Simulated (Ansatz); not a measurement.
**C2H9ClFNSi2: taking an electron away**

The task here is to estimate one member of a computed series from the others.

Method: unrestricted cation, the program's frozen cores in correlated methods; program: Ansatz 0.2.0, Gaussian basis.

Plan: UKS PBE-D4/def2-TZVPP; UKS r2SCAN-D4/def2-TZVPP; UKS PBE0-D4/def2-TZVPP; UKS B3LYP-D4/def2-TZVPP; UKS wB97X-V/def2-TZVPP; UKS wB97M-V/def2-TZVPP; UKS B2PLYP/def2-TZVPP; then −ε(HOMO) from the neutral's earlier runs with LDA (SPW92), PBE-D4, revPBE-D4, BLYP-D4, r2SCAN-D4, B97M-V, PBE0-D4, B3LYP-D4, r2SCANh-D4, r2SCAN0-D4, HSE06-D4, BHLYP-D4, CAM-B3LYP-D4, LC-ωPBE, ωB97X-V, ωB97M-V.

1 further run of the same task is left out (it didn't finish).

### The geometry

The geometry comes from an earlier relaxation with PBE0-D4 in a triple-zeta def2 set; it is a stationary point, not always the lowest conformer.

SMILES `CN([SiH2]Cl)[SiH](C)F`, 16 atoms, charge 0, spin multiplicity 1.

Atoms are counted from 1 here; the program's logs count them from 0.

Bond lengths: C1–N2 1.467 Å, C1–H8 1.094 Å, C1–H9 1.094 Å, C1–H10 1.092 Å, N2–Si3 1.713 Å, N2–Si5 1.721 Å, Si3–Cl4 2.063 Å, Si3–H11 1.481 Å, Si3–H12 1.477 Å, Si5–C6 1.852 Å, Si5–F7 1.604 Å, Si5–H13 1.480 Å, C6–H14 1.093 Å, C6–H15 1.092 Å, C6–H16 1.092 Å. Angles: N2–C1–H8 111.9°, N2–C1–H9 110.5°, N2–C1–H10 110.8°, H8–C1–H9 108.0°, H8–C1–H10 108.3°, H9–C1–H10 107.2°, C1–N2–Si3 116.4°, C1–N2–Si5 118.9°, Si3–N2–Si5 123.9°, N2–Si3–Cl4 112.2°, N2–Si3–H11 109.2°, N2–Si3–H12 109.3°, Cl4–Si3–H11 105.3°, Cl4–Si3–H12 107.9°, H11–Si3–H12 112.9°, N2–Si5–C6 112.3°, N2–Si5–F7 110.4°, N2–Si5–H13 107.0° and more.

As a file:

```csv
atom,x (Å),y (Å),z (Å)
C1,-0.5317,-1.1415,1.0277
N2,0.4060,-0.3097,0.2660
Si3,2.0510,-0.7866,0.3044
Cl4,2.8810,-0.5770,2.1817
Si5,-0.1441,1.1880,-0.3780
C6,-1.7086,1.0015,-1.3520
F7,-0.4643,2.2217,0.8066
H8,-0.5938,-0.8310,2.0745
H9,-0.2208,-2.1900,1.0043
H10,-1.5338,-1.0919,0.5958
H11,2.1477,-2.2317,-0.0066
H12,2.8255,0.0551,-0.6295
H13,0.9702,1.7544,-1.1698
H14,-1.9923,1.9650,-1.7825
H15,-2.5400,0.6629,-0.7297
H16,-1.5751,0.2884,-2.1687
```

Set-up of the first run:

Input file in.yaml:

```yaml
crystal:
  periodic: [false, false, false]
  atoms:
    - {symbol: C, position_ang: [-0.531660, -1.141509, 1.027674]}
    - {symbol: N, position_ang: [0.406025, -0.309717, 0.266048]}
    - {symbol: Si, position_ang: [2.051020, -0.786646, 0.304440]}
    - {symbol: Cl, position_ang: [2.880985, -0.577028, 2.181670]}
    - {symbol: Si, position_ang: [-0.144085, 1.187969, -0.377980]}
    - {symbol: C, position_ang: [-1.708593, 1.001536, -1.351990]}
    - {symbol: F, position_ang: [-0.464332, 2.221657, 0.806587]}
    - {symbol: H, position_ang: [-0.593754, -0.830975, 2.074495]}
    - {symbol: H, position_ang: [-0.220845, -2.189978, 1.004325]}
    - {symbol: H, position_ang: [-1.533821, -1.091897, 0.595820]}
    - {symbol: H, position_ang: [2.147721, -2.231668, -0.006564]}
    - {symbol: H, position_ang: [2.825470, 0.055061, -0.629521]}
    - {symbol: H, position_ang: [0.970236, 1.754355, -1.169824]}
    - {symbol: H, position_ang: [-1.992286, 1.965020, -1.782528]}
    - {symbol: H, position_ang: [-2.539998, 0.662935, -0.729706]}
    - {symbol: H, position_ang: [-1.575083, 0.288385, -2.168747]}
basis:
  gaussian: {orbitals: def2-TZVPP}
total_charge: 1
magnetization: {spin_polarized: true, initial_magnetization: 1}
hamiltonian: {xc: pbe, dispersion: d4}
```

Among the steps run: Cation, UKS PBE-D4/def2-TZVPP; Cation, UKS r2SCAN-D4/def2-TZVPP; Cation, UKS PBE0-D4/def2-TZVPP; Cation, UKS B3LYP-D4/def2-TZVPP; Cation, UKS wB97X-V/def2-TZVPP; Cation, UKS wB97M-V/def2-TZVPP; Cation, UKS B2PLYP (frozen core)/def2-TZVPP.

One table of the session follows, with a row left open; its other results are not shown here.

It belongs to the step «Ionisation energies side by side». Orbital estimates, from the neutral's runs:

```
  functional  −ε(HOMO) (eV)
 LDA (SPW92)           6.59
      PBE-D4           6.44
   revPBE-D4           6.38
     BLYP-D4           6.30
   r2SCAN-D4           6.71
      B97M-V              ?
     PBE0-D4           7.78
    B3LYP-D4           7.54
  r2SCANh-D4           7.22
  r2SCAN0-D4           7.98
    HSE06-D4           7.38
    BHLYP-D4           9.04
CAM-B3LYP-D4           9.16
     LC-ωPBE          10.53
     ωB97X-V          10.18
     ωB97M-V          10.09
```

**Question.** Estimate the row for B97M-V.

The run gave: −ε(HOMO) (eV): 6.85. In the column «−ε(HOMO) (eV)» it lies between r2SCAN-D4 (6.71) and r2SCANh-D4 (7.22).
